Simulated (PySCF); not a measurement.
# C2H7BrSi2: the cost of one run

Programs: PySCF 2.14.0, with density-fitted response routines of our own. Each step states its level of theory. These are calculated values for one molecule in the gas phase, unless marked as measured. Atoms are numbered from 0 throughout.

## (1) The molecule as given

12 atoms, charge 0, multiplicity 1; geometry from: GFN2-xTB. The atoms were then displaced at random by about 0.01 Å, so the start is not that level's minimum.

Bonds of the start (Å): Si0–C1 1.86, C1–C2 1.32, C2–Si3 1.93, Si3–Br4 2.23, Si0–H5 1.46, Si0–H6 1.49, Si0–H7 1.44, C1–H8 1.06, C2–H9 1.10, Si3–H10 1.45, Si3–H11 1.45.

## (2) Geometry optimisation at PBE0-D3(BJ)/def2-SVP

The job: settings as JSON, then the geometry in Å.

```
{"job": {"xc": "PBE0", "basis": "def2-SVP", "d3": "d3bj", "grid": 1, "shake": 0.01, "kind": "geom"}, "charge": 0, "multiplicity": 1}
Si    -2.323090    -0.214860    -0.033140
C     -0.492520    -0.187590    -0.368140
C      0.421530     0.240490     0.479700
Si     2.324830     0.274030     0.182080
Br     2.681750    -0.784460    -1.744950
H     -2.567120    -0.182400     1.408800
H     -2.912430     1.017050    -0.630330
H     -2.899960    -1.382570    -0.653890
H     -0.164710    -0.546530    -1.314940
H      0.121410     0.608370     1.467980
H      3.022970    -0.486660     1.196750
H      2.827030     1.616870     0.001040
```

Launch:

```sh
> OMP_NUM_THREADS=1 python probes_run.py task.json out
```

This one command runs all jobs of the session in turn.

**Question.** How long does this first job take on 1 thread of Arm Neoverse V2, shared host, and how much memory does it need?

About 92 s, with a peak of 0.55 GiB.
